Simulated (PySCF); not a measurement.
# Ta(NMe)Me3: geometry, NMR shifts and electronic excitations

What NMR shifts and electronic excitations should Ta(NMe)Me3 (`C[N]=[Ta]([CH3])([CH3])[CH3]`) show?

Computed with PySCF 2.14.0, with density-fitted response routines of our own, on a single molecule in the gas phase. Atoms are numbered from 0 throughout.

## (1) The molecule as given

18 atoms, charge 0, multiplicity 1; geometry from: GFN2-xTB. The atoms were then displaced at random by about 0.03 Å, so the start is not that level's minimum.

Bonds of the start (Å): Ta0–N1 1.77, Ta0–C6 2.25, Ta0–C10 2.37, Ta0–C14 2.28, N1–C2 1.38, C2–H3 1.21, C2–H4 1.05, C2–H5 1.10, C6–H7 1.11, C6–H8 1.08, C6–H9 1.08, C10–H11 1.11, C10–H12 1.08, C10–H13 1.11, C14–H15 1.09, C14–H16 1.05, C14–H17 1.08.

## (2) Optimising the geometry at PBE0-D3(BJ)/def2-SVP

Job settings and geometry (Å):

```
{"job": {"xc": "PBE0", "basis": "def2-SVP", "d3": "d3bj", "grid": 1, "maxiter": 40, "shake": 0.03, "kind": "geom"}, "charge": 0, "multiplicity": 1}
Ta     0.061570    -0.078360    -0.371920
N     -0.016510    -0.023970     1.398000
C     -0.056720    -0.016150     2.779130
H      0.728830     0.813810     3.177450
H     -1.022140     0.104120     3.161510
H      0.387680    -0.942590     3.183670
C      2.209850    -0.003940    -1.021280
H      2.270760    -0.091840    -2.126000
H      2.750490    -0.798160    -0.524370
H      2.676130     0.927900    -0.731490
C     -1.116160     1.884580    -0.978730
H     -0.952180     2.024660    -2.066110
H     -0.790330     2.821480    -0.547580
H     -2.208890     1.844630    -0.771960
C     -1.109040    -1.918350    -1.028610
H     -2.091250    -1.934260    -0.566790
H     -0.536620    -2.760230    -0.787080
H     -1.241790    -1.836420    -2.100090
```

Command:

```sh
$ OMP_NUM_THREADS=1 python probes_run.py task.json out
```

One launch serves the whole session: the jobs run in the order shown.

The log of the run:

```text
step   0  E = -270.97878494  max force = 0.084514
step   1  E = -271.00690141  max force = 0.023663
step   2  E = -271.00920081  max force = 0.018015
step   3  E = -271.00997161  max force = 0.002803
step   4  E = -271.01003710  max force = 0.001382
step   5  E = -271.01006603  max force = 0.000840
step   6  E = -271.01008508  max force = 0.000687
step   7  E = -271.01009374  max force = 0.000643
step   8  E = -271.01010178  max force = 0.000329
optimisation converged
```

Run time: 2.3 min. Hardware: 1 thread of Intel Xeon Platinum 8375C at 2.90GHz, shared host; peak memory 0.66 GiB.

Along the way:

| step | energy from step 0 (eV) | largest force component (eV/Å) |
| --- | --- | --- |
| 0 | 0.0000 | 4.3459 |
| 1 | -0.7651 | 1.2168 |
| 2 | -0.8277 | 0.9264 |
| 3 | -0.8486 | 0.1441 |
| 4 | -0.8504 | 0.0711 |
| 5 | -0.8512 | 0.0432 |
| 6 | -0.8517 | 0.0353 |
| 7 | -0.8520 | 0.0331 |
| 8 | -0.8522 | 0.0169 |

Close pairs (by a distance rule), those that changed most:

| bond | before (Å) | after (Å) | change (Å) |
| --- | --- | --- | --- |
| Ta0–C10 | 2.368 | 2.165 | -0.203 |
| Ta0–C14 | 2.278 | 2.165 | -0.113 |
| C2–H3 | 1.210 | 1.105 | -0.105 |
| Ta0–C6 | 2.246 | 2.164 | -0.082 |
| C2–H4 | 1.045 | 1.105 | +0.060 |
| C14–H16 | 1.046 | 1.105 | +0.059 |
| N1–C2 | 1.382 | 1.416 | +0.034 |
| C14–H17 | 1.083 | 1.108 | +0.025 |

The end geometry stands in the next job.

| at the end point | value |
| --- | --- |
| point group (found at 0.08 Å tolerance) | C3 |
| rotational constants (GHz, main isotopes) | 2.307, 1.545, 1.542 |
| dipole moment (D) | 0.41 |

## (3) Shielding tensors: PBE0/def2-TZVP+pcSseg-1

Job settings and geometry (Å):

```
{"job": {"kind": "nmr", "xc": "PBE0", "basis": {"default": "pcSseg-1", "Ta": "def2-TZVP"}}, "charge": 0, "multiplicity": 1}
Ta    -0.006394     0.004272    -0.407106
N      0.004794    -0.008479     1.357544
C      0.012138    -0.015488     2.773192
H      0.651049     0.788932     3.179541
H     -1.002944     0.130192     3.184420
H      0.395329    -0.972022     3.172069
C      2.068445     0.002168    -1.021065
H      2.135088    -0.081469    -2.123803
H      2.653716    -0.822932    -0.580801
H      2.565547     0.944467    -0.726610
C     -1.044336     1.812554    -0.989421
H     -0.976913     1.953498    -2.086389
H     -0.653356     2.723150    -0.504901
H     -2.116257     1.742585    -0.727984
C     -1.047938    -1.793184    -1.014938
H     -2.047859    -1.891410    -0.558861
H     -0.473234    -2.693682    -0.731367
H     -1.173195    -1.806241    -2.115772
```

With the program's defaults for keys left out, this is: GIAO PBE0/pcSseg-1 Ta:def2-TZVP NMR shielding, scalar relativity only through core potentials, gas phase.

The log of the run:

```text
coarse grid: 64384 points
cycle   1  E = -270.7154210989  dE = -1.979e+01  |g| = 1.233e+00  |ddm| = 9.117e+00
cycle   2  E = -270.2896515190  dE =  4.258e-01  |g| = 1.642e+00  |ddm| = 3.578e+00
cycle   3  E = -271.0927739575  dE = -8.031e-01  |g| = 4.658e-01  |ddm| = 2.538e+00
cycle   4  E = -271.1284499773  dE = -3.568e-02  |g| = 2.598e-01  |ddm| = 4.108e-01
cycle   5  E = -271.1424978742  dE = -1.405e-02  |g| = 4.575e-02  |ddm| = 1.489e-01
cycle   6  E = -271.1429692559  dE = -4.714e-04  |g| = 7.795e-03  |ddm| = 3.150e-02
cycle   7  E = -271.1429822489  dE = -1.299e-05  |g| = 2.711e-03  |ddm| = 6.899e-03
cycle   8  E = -271.1429839447  dE = -1.696e-06  |g| = 8.107e-04  |ddm| = 2.501e-03
final grid: 135848 points
cycle   9  E = -271.1430231045  dE =  3.231e-07  |g| = 1.494e-03  |ddm| = 2.209e-03
cycle  10  E = -271.1430200828  dE =  3.022e-06  |g| = 3.917e-03  |ddm| = 3.347e-03
cycle  11  E = -271.1430236064  dE = -3.524e-06  |g| = 4.756e-04  |ddm| = 2.479e-03
cycle  12  E = -271.1430236599  dE = -5.343e-08  |g| = 4.186e-05  |ddm| = 3.388e-04
cycle  13  E = -271.1430236603  dE = -4.585e-10  |g| = 9.986e-06  |ddm| = 4.725e-05
converged SCF energy = -271.1430236603

GIAO shielding tensors (ppm)
atom      isotropic    diamagn.    paramagn.     s11        s22        s33       span
  0 Ta         nan         nan         nan        nan        nan        nan        nan
  1 N     -118.279     328.278    -446.557   -251.154   -249.825    146.143    397.297
  2 C      134.348     244.191    -109.843    110.408    110.423    182.215     71.807
  3 H       27.225      27.995      -0.770     24.591     26.267     30.816      6.225
  4 H       27.223      27.978      -0.755     24.586     26.266     30.817      6.231
  5 H       27.226      27.982      -0.755     24.581     26.271     30.827      6.246
  6 C      154.583     254.681    -100.098    111.921    163.118    188.711     76.790
  7 H       30.561      30.727      -0.166     27.949     30.776     32.959      5.010
  8 H       30.614      31.093      -0.479     27.628     30.064     34.149      6.521
  9 H       31.160      31.100       0.060     27.678     30.792     35.008      7.330
 10 C      154.670     254.662     -99.993    111.860    163.369    188.781     76.920
 11 H       30.581      30.710      -0.128     27.968     30.784     32.992      5.024
 12 H       30.526      31.089      -0.563     27.606     29.966     34.005      6.399
 13 H       31.254      31.093       0.161     27.702     30.915     35.145      7.443
 14 C      154.733     254.687     -99.954    112.454    163.040    188.706     76.253
 15 H       30.626      31.089      -0.463     27.625     30.083     34.170      6.544
 16 H       31.151      31.106       0.045     27.694     30.763     34.995      7.301
 17 H       30.577      30.713      -0.137     27.975     30.780     32.975      5.001
```

Run time: 40 s. Hardware: 1 thread of Intel Xeon Platinum 8375C at 2.90GHz, shared host; peak memory 1 GiB.

The references, computed at this level on geometries of the same kind, shield at (ppm): ¹H TMS 31.27, ¹³C TMS 184.4, ¹⁵N NH3 265.7. Their shielding less the atom's gives the shift. The references are single molecules in the gas phase, so shifts against H2O, NH3, PH3, H3PO4 or CFCl3 are not on the usual liquid scales and can be off by tens of ppm. Atoms listed in one row are averaged.

| atoms | environment | σ (ppm) | δ (ppm) |
| --- | --- | --- | --- |
| C2 | carbon bonded to N, 3 H | 134.3 | 50.1 |
| C6, C10, C14 | carbon bonded to Ta, 3 H | 154.7 | 29.7 |
| H3, H4, H5 | hydrogen on a carbon bonded to N | 27.22 | 4.04 |
| H7, H8, H9, H11, H12 and 4 more | hydrogen on a carbon bonded to Ta | 30.78 | 0.48 |
| N1 | nitrogen bonded to C, Ta | -118.3 | 384.0 |

Atoms past Kr carry core potentials, so their printed shieldings have no meaning and are left out of the table.

The run also stored atomic charges by several schemes (e):

| atoms | Mulliken | ESP fit |
| --- | --- | --- |
| Ta0 | 1.02 | 1.41 |
| N1 | -0.51 | -0.59 |
| C2 | -0.07 | -0.21 |
| C6, C10, C14 | -0.68 | -0.79 |

Mayer bond orders: Ta0–N1 2.25, Ta0–C6 0.96, Ta0–C10 0.96, Ta0–C14 0.96, N1–C2 0.99.

With diffuse functions Mulliken charges and Mayer bond orders lose their meaning; the other schemes are steadier.

Orbitals, density, ELF and potential are computed afterwards from the orbital file.

Frontier orbitals at PBE0/def2-TZVP+pcSseg-1, with the share of their density that lies nearest to each atom:

| orbital | energy (eV) | lies on |
| --- | --- | --- |
| HOMO | -6.89 | N1 52 %; Ta0 15 %; H5 7 % |
| LUMO | -0.73 | Ta0 56 %; N1 6 % |

ELF in a plane through or near 6 of the atoms.

Ten even steps from '0' (0.00) to '9' (1.00):
```
0000000000000000000000000000
0000000000000000000000000000
0000000000001000000000000000
0000000000158850000000000000
0000002575389992000000000000
0000007999679971000000000000
0000019999825630000000000000
0000004787788622430011000000
0000000012334315863355310000
0000000000176556638324410000
0000000000176666538314510000
0000000000014525862699982000
0000000000010002420599993000
0000000000000000000189950000
0000000000000000000000000000
0000000000000000000000000000
0000000000000000000000000000
0000000000000000000000000000
0000000000000000000000000000
0000000000000000000000000000
```
The map spans 11.5 Å across and 10.8 Å up, centred on the molecule. Atoms in the plane (x, y in Å): Ta0 (-0.4, 0.0), N1 (1.4, 0.0), C2 (2.8, 0.0), H5 (3.2, -1.0), H11 (-2.1, 2.2), H12 (-0.5, 2.8).

On the surface of density 0.002 e/bohr³ the electrostatic potential runs, from the 1st to the 99th percentile, from -0.81 V near N1 to 1.85 V near H7.

## (4) Ultraviolet spectrum: B3LYP/def2-SVPD

Settings changed since step 3:

```diff
@@ -1,2 +1,2 @@
-{"job": {"kind": "nmr", "xc": "PBE0", "basis": {"default": "pcSseg-1", "Ta": "def2-TZVP"}}, "charge": 0, "multiplicity": 1}
+{"job": {"kind": "uv", "xc": "B3LYP", "basis": "def2-SVPD", "ip": false, "nstates": 10}, "charge": 0, "multiplicity": 1}
 Ta    -0.006394     0.004272    -0.407106
```

Method: TDDFT B3LYP/def2-SVPD, vertical, gas phase, core orbitals frozen in the response.

The log of the run:

```text
coarse grid: 64384 points
cycle   1  E = -270.2097522097  dE = -1.192e+01  |g| = 2.030e+00  |ddm| = 9.315e+00
cycle   2  E = -266.2945397387  dE =  3.915e+00  |g| = 3.426e+00  |ddm| = 8.639e+01
cycle   3  E = -271.1024748050  dE = -4.808e+00  |g| = 8.595e-01  |ddm| = 8.632e+01
cycle   4  E = -271.2316353437  dE = -1.292e-01  |g| = 5.712e-01  |ddm| = 1.464e+00
cycle   5  E = -271.2976433458  dE = -6.601e-02  |g| = 2.868e-01  |ddm| = 7.264e-01
cycle   6  E = -271.3133663967  dE = -1.572e-02  |g| = 9.690e-02  |ddm| = 2.892e-01
cycle   7  E = -271.3155402012  dE = -2.174e-03  |g| = 1.673e-02  |ddm| = 8.854e-02
cycle   8  E = -271.3156039399  dE = -6.374e-05  |g| = 5.569e-03  |ddm| = 2.354e-02
cycle   9  E = -271.3156112695  dE = -7.330e-06  |g| = 1.496e-03  |ddm| = 7.719e-03
final grid: 135848 points
cycle  10  E = -271.3156384242  dE =  1.972e-06  |g| = 3.263e-03  |ddm| = 1.132e-02
cycle  11  E = -271.3156194936  dE =  1.893e-05  |g| = 9.461e-03  |ddm| = 1.202e-02
cycle  12  E = -271.3156408290  dE = -2.134e-05  |g| = 1.122e-03  |ddm| = 8.476e-03
cycle  13  E = -271.3156411480  dE = -3.190e-07  |g| = 9.659e-05  |ddm| = 1.167e-03
cycle  14  E = -271.3156411501  dE = -2.089e-09  |g| = 1.408e-05  |ddm| = 1.543e-04
cycle  15  E = -271.3156411502  dE = -5.639e-11  |g| = 6.596e-06  |ddm| = 2.363e-05
converged SCF energy = -271.3156411502

Static polarisability (au): isotropic 108.697, principal 102.377 102.498 121.215

Singlet excitations
state   eV       nm        f      main configurations
  1   4.3098    287.7   0.00000   H-1->L 0.50, H->L+1 0.49
  2   4.4738    277.1   0.00006   H->L 0.49, H-1->L+1 0.45
  3   4.4749    277.1   0.00005   H->L+1 0.47, H-1->L 0.47
  4   4.8332    256.5   0.02395   H-1->L+1 0.48, H->L 0.44
  5   5.1388    241.3   0.00000   H-3->L 0.50, H-2->L+1 0.49
  6   5.3149    233.3   0.01201   H-2->L+1 0.41, H-3->L 0.40, H->L+2 0.09
  7   5.3167    233.2   0.01207   H-2->L 0.43, H-3->L+1 0.39, H-1->L+2 0.08
  8   5.5131    224.9   0.00651   H->L+2 0.72, H->L+3 0.15
  9   5.5188    224.7   0.00611   H-1->L+2 0.73, H-1->L+3 0.15
 10   5.5621    222.9   0.04182   H-3->L+1 0.51, H-2->L 0.45

Triplet excitations (Tamm-Dancoff, eV): 3.8883 4.0678 4.0682 4.2322
```

Run time: 54 s. Hardware: 1 thread of Intel Xeon Platinum 8375C at 2.90GHz, shared host; peak memory 0.97 GiB.

Frontier orbitals and where they lie:

| orbital | eV | atoms |
| --- | --- | --- |
| HOMO−3 | -7.70 | Ta0 31 %, C6 28 %, C14 10 % |
| HOMO−2 | -7.70 | Ta0 31 %, C10 23 %, C14 19 % |
| HOMO−1 | -6.71 | N1 43 %, Ta0 21 %, C2 10 % |
| HOMO | -6.70 | N1 43 %, Ta0 20 %, C2 10 % |
| LUMO | -1.02 | Ta0 60 %, C6 10 %, C14 5 % |
| LUMO+1 | -1.01 | Ta0 60 %, C10 9 %, C14 8 % |
| LUMO+2 | -0.20 | Ta0 47 %, C6 7 %, C10 7 % |

With each of the 10 states as a Gaussian band of 0.4 eV half-width at 1/e, the curve within the window shown has maxima at 227 nm (ε 3,000) L/(mol cm). Beyond the last state computed it falls off for lack of states. The curve at chosen wavelengths:

(nm, ε (L/mol/cm)): (212, 1359), (217, 2162), (222, 2789), (227, 3027), (232, 2874), (236, 2581), (241, 2166), (246, 1812), (251, 1545), (256, 1330), (261, 1125), (266, 914), (271, 702), (275, 544), (280, 375), (285, 244), (290, 151), (295, 89), (300, 50), (305, 28), (310, 15), (314, 9), (319, 4), (324, 2), (329, 1), (334, 1)

Leading natural transition orbitals of singlet state 10: the hole lies on C6 29 %; Ta0 24 %; C14 11 %; the particle on Ta0 57 %; N1 8 %.

Leading natural transition orbitals of singlet state 1: the hole lies on N1 53 %; Ta0 14 %; C6 8 %; the particle on Ta0 58 %; N1 8 %.

Ground-state properties from the same run:

| property | computed |
| --- | --- |
| dipole moment (D) | 0.42 |
| polarisability (Å³) | 16.11 |
| HOMO–LUMO gap (eV) | 5.68 |
| −ε(HOMO) (eV) | 6.70 |

## (5) Shielding tensors: KT2/def2-TZVP+pcSseg-1

Settings changed since step 4:

```diff
@@ -1,2 +1,2 @@
-{"job": {"kind": "uv", "xc": "B3LYP", "basis": "def2-SVPD", "ip": false, "nstates": 10}, "charge": 0, "multiplicity": 1}
+{"job": {"kind": "nmr", "xc": "KT2", "basis": {"default": "pcSseg-1", "Ta": "def2-TZVP"}, "pop": false}, "charge": 0, "multiplicity": 1}
 Ta    -0.006394     0.004272    -0.407106
```

With the program's defaults for keys left out, this is: GIAO KT2/pcSseg-1 Ta:def2-TZVP NMR shielding, scalar relativity only through core potentials, gas phase.

The log of the run:

```text
coarse grid: 64384 points
cycle   1  E = -274.5016670188  dE = -1.920e+01  |g| = 1.806e+00  |ddm| = 9.174e+00
cycle   2  E = -270.4823873472  dE =  4.019e+00  |g| = 3.313e+00  |ddm| = 1.294e+01
cycle   3  E = -274.9017971957  dE = -4.419e+00  |g| = 1.246e+00  |ddm| = 1.272e+01
cycle   4  E = -275.2105883511  dE = -3.088e-01  |g| = 7.721e-01  |ddm| = 1.373e+00
cycle   5  E = -275.2751094863  dE = -6.452e-02  |g| = 5.657e-01  |ddm| = 7.551e-01
cycle   6  E = -275.3422726807  dE = -6.716e-02  |g| = 1.267e-01  |ddm| = 4.061e-01
cycle   7  E = -275.3460454509  dE = -3.773e-03  |g| = 4.962e-02  |ddm| = 1.335e-01
cycle   8  E = -275.3466449608  dE = -5.995e-04  |g| = 1.273e-02  |ddm| = 3.465e-02
cycle   9  E = -275.3466861256  dE = -4.116e-05  |g| = 3.293e-03  |ddm| = 9.233e-03
cycle  10  E = -275.3466887023  dE = -2.577e-06  |g| = 9.382e-04  |ddm| = 2.316e-03
final grid: 135848 points
cycle  11  E = -275.3467349450  dE =  2.272e-06  |g| = 3.239e-03  |ddm| = 3.248e-03
cycle  12  E = -275.3466936487  dE =  4.130e-05  |g| = 1.354e-02  |ddm| = 1.051e-02
cycle  13  E = -275.3467371768  dE = -4.353e-05  |g| = 1.102e-03  |ddm| = 8.565e-03
cycle  14  E = -275.3467374902  dE = -3.134e-07  |g| = 1.023e-04  |ddm| = 9.254e-04
cycle  15  E = -275.3467374930  dE = -2.827e-09  |g| = 1.488e-05  |ddm| = 1.119e-04
cycle  16  E = -275.3467374931  dE = -5.684e-11  |g| = 4.619e-06  |ddm| = 1.720e-05
converged SCF energy = -275.3467374931

GIAO shielding tensors (ppm)
atom      isotropic    diamagn.    paramagn.     s11        s22        s33       span
  0 Ta         nan         nan         nan        nan        nan        nan        nan
  1 N     -110.434     327.799    -438.233   -223.296   -222.063    114.058    337.354
  2 C      131.286     246.689    -115.403    106.630    106.643    180.584     73.954
  3 H       26.836      28.263      -1.427     24.327     25.883     30.297      5.970
  4 H       26.833      28.245      -1.411     24.321     25.881     30.298      5.977
  5 H       26.837      28.249      -1.412     24.317     25.887     30.307      5.990
  6 C      152.880     253.929    -101.049    110.493    160.836    187.312     76.818
  7 H       30.316      30.526      -0.210     27.788     30.721     32.440      4.652
  8 H       30.390      30.918      -0.528     27.561     29.938     33.672      6.111
  9 H       30.932      30.918       0.014     27.604     30.668     34.524      6.920
 10 C      152.950     253.905    -100.955    110.444    161.026    187.379     76.935
 11 H       30.338      30.509      -0.171     27.812     30.728     32.473      4.661
 12 H       30.305      30.915      -0.610     27.538     29.844     33.533      5.996
 13 H       31.023      30.907       0.116     27.627     30.790     34.653      7.025
 14 C      153.018     253.932    -100.914    111.041    160.698    187.315     76.274
 15 H       30.402      30.913      -0.511     27.559     29.956     33.691      6.132
 16 H       30.923      30.923      -0.000     27.623     30.639     34.507      6.885
 17 H       30.333      30.512      -0.179     27.817     30.727     32.456      4.639
```

Run time: 43 s. Hardware: 1 thread of Intel Xeon Platinum 8375C at 2.90GHz, shared host; peak memory 1.1 GiB.

Key values: δ C2 51.9, C6 30.3, N1 374.7, H3 4.34, H7 0.63 ppm (means over like atoms).

## (6) Comparing the runs: NMR shifts

Shifts (ppm), means over like atoms, with basis size and wall time:

| run | C2 | C6 | H3 | H7 | N1 | functions | time |
| --- | --- | --- | --- | --- | --- | --- | --- |
| PBE0/def2-TZVP+pcSseg-1 | 50.1 | 29.7 | 4.04 | 0.48 | 384.0 | 185 | 40 s |
| KT2/def2-TZVP+pcSseg-1 | 51.9 | 30.3 | 4.34 | 0.63 | 374.7 | 185 | 43 s |

## (7) Results

```
                                                                         quantity                         value
                                                                      point group                            C3
                                             rotational constants (main isotopes)          2.31, 1.54, 1.54 GHz
¹³C shifts against TMS (PBE0/def2-TZVP+pcSseg-1, means over atoms taken as alike)                50.1, 29.7 ppm
 ¹H shifts against TMS (PBE0/def2-TZVP+pcSseg-1, means over atoms taken as alike)                4.04, 0.48 ppm
                                 ¹⁵N shifts against NH3 (PBE0/def2-TZVP+pcSseg-1)                     384.0 ppm
                                            surface potential, 1st and 99th percentile            -0.81 V and 1.85 V
                                                 lowest singlet (B3LYP/def2-SVPD)   4.31 eV (288 nm), f = 0.000
                                         brightest single state of those computed  state 10, 5.56 eV, f = 0.042
                                                                   lowest triplet                       3.89 eV
                                                         range of the shift of N1            374.7 to 384.0 ppm
```

The start was shaken at random, so part of the energy gained undoes that. Relaxing lowered the energy by 0.852 eV in 8 steps; the close pair that moved most is Ta0–C10, from 2.368 to 2.165 Å. At PBE0/def2-TZVP+pcSseg-1: Shielding is most anisotropic at N1 (span 397 ppm, paramagnetic term -447 ppm). The lowest singlet, at 4.31 eV, is HOMO−1→LUMO 0.50, HOMO→LUMO+1 0.49 and is dark; of the 10 states computed, the strongest absorption comes from state 10 at 5.56 eV (the last computed, so partners may be missing). The lowest triplet lies 0.42 eV below the lowest singlet (triplets in Tamm-Dancoff, singlets in full TDDFT). Spin-orbit coupling, left out, mixes singlets and triplets in elements this heavy. Across the 2 runs the shift of N1 moves most, between 374.7 (KT2/def2-TZVP+pcSseg-1) and 384.0 ppm (PBE0/def2-TZVP+pcSseg-1). Spin-orbit coupling is left out, which matters for shieldings and couplings at and beside the heavy atoms.
